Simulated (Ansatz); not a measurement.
# BiH2(iPr) (C₃H₉Bi): geometry, orbitals and charge

Aim: characterise BiH2(iPr) (C₃H₉Bi) as a singlet: its structure, frontier levels and distribution of charge.

Computed with Ansatz 0.2.0, Gaussian basis. Level: RKS PBE0-D4/def2-TZVP.

Plan: relaxation at PBE0-D4/def2-SVP; a search for the lowest solution at PBE0-D4/def2-SVP; a single point at PBE0-D4/def2-TZVP.

**1. Starting geometry**

13 atoms, charge 0, spin multiplicity 1.

Atoms are counted from 1 here; the program's logs count them from 0.

Bond lengths: Bi1–H2 1.777 Å, Bi1–H3 1.776 Å, Bi1–C4 2.303 Å, C4–C5 1.521 Å, C4–C6 1.521 Å, C4–H7 1.088 Å, C5–H8 1.088 Å, C5–H9 1.089 Å, C5–H10 1.091 Å, C6–H11 1.092 Å, C6–H12 1.088 Å, C6–H13 1.090 Å. Angles: H2–Bi1–H3 88.6°, H2–Bi1–C4 91.5°, H3–Bi1–C4 91.6°, Bi1–C4–C5 110.2°, Bi1–C4–C6 110.3°, Bi1–C4–H7 106.2°, C5–C4–C6 111.2°, C5–C4–H7 109.4°, C6–C4–H7 109.4°, C4–C5–H8 110.8°, C4–C5–H9 110.9°, C4–C5–H10 110.6°, H8–C5–H9 108.4°, H8–C5–H10 108.2°, H9–C5–H10 107.8°, C4–C6–H11 110.7°, C4–C6–H12 110.7°, C4–C6–H13 111.0° and more.

Coordinates:

```
Bi    0.9752    1.7189    0.9339
H     2.4239    1.6779   -0.0944
H     0.2828    2.9333   -0.1623
C     0.0100   -0.0004   -0.2560
C    -1.4853   -0.0512    0.0150
C     0.6775   -1.3219    0.0908
H     0.1785    0.2245   -1.3068
H    -1.9581    0.8913   -0.2524
H    -1.6838   -0.2489    1.0679
H    -1.9547   -0.8449   -0.5684
H     0.2281   -2.1403   -0.4745
H     1.7394   -1.2899   -0.1441
H     0.5664   -1.5484    1.1511
```

Bi takes a core potential in the def2 sets. No spin-orbit coupling is included.

The start is a GFN2-xTB geometry.

**2. Relaxation at PBE0-D4/def2-SVP**

in.yaml reads:

```yaml
crystal:
  periodic: [false, false, false]
  atoms:
    - {symbol: Bi, position_ang: [0.975240, 1.718910, 0.933940]}
    - {symbol: H, position_ang: [2.423940, 1.677910, -0.094380]}
    - {symbol: H, position_ang: [0.282830, 2.933270, -0.162300]}
    - {symbol: C, position_ang: [0.009970, -0.000440, -0.255980]}
    - {symbol: C, position_ang: [-1.485330, -0.051150, 0.015050]}
    - {symbol: C, position_ang: [0.677550, -1.321880, 0.090780]}
    - {symbol: H, position_ang: [0.178540, 0.224470, -1.306810]}
    - {symbol: H, position_ang: [-1.958070, 0.891350, -0.252360]}
    - {symbol: H, position_ang: [-1.683800, -0.248920, 1.067900]}
    - {symbol: H, position_ang: [-1.954750, -0.844890, -0.568430]}
    - {symbol: H, position_ang: [0.228080, -2.140330, -0.474460]}
    - {symbol: H, position_ang: [1.739410, -1.289910, -0.144080]}
    - {symbol: H, position_ang: [0.566410, -1.548410, 1.151130]}
basis:
  gaussian: {orbitals: def2-SVP}
hamiltonian: {xc: pbe0, dispersion: d4}
scf: {lower_state_search: "off"}
output: {orbitals: {seedname: orbitals}}
relax: {f_tol: 0.02, max_steps: 100}
```

Started as:

```sh
$ ansatz run in.yaml --threads 4 --pin off --events-out ev --progress --plain --max-ram 3916MiB
```

After this run come: Searching for the lowest solution, PBE0-D4/def2-SVP; Single point, PBE0-D4/def2-TZVP.

**Question.** What will the summary of the whole plan be? Wanted: point group; commonest bond, hydrogen aside; HOMO, LUMO at PBE0-D4/def2-TZVP; dipole at PBE0-D4/def2-SVP.

As calculated:

| quantity | value |
| --- | --- |
| point group | Cs |
| commonest bond, hydrogen aside | C–C, 2 of mean length 1.518 Å |
| HOMO, LUMO at PBE0-D4/def2-TZVP | -6.75, -0.33 eV |
| dipole at PBE0-D4/def2-SVP | 0.99 D |

In words: The molecule keeps its bonding pattern by the stored test; the atoms moved 0.03 Å (rms). No usable vibrations, so a minimum isn't proven. The HOMO lies nearest to Bi1 41 %; C4 27 % and the LUMO to Bi1 35 %; H2, H3 about 13 % each. The point group is read from a loosely relaxed geometry; soft torsions can leave it below the true symmetry.
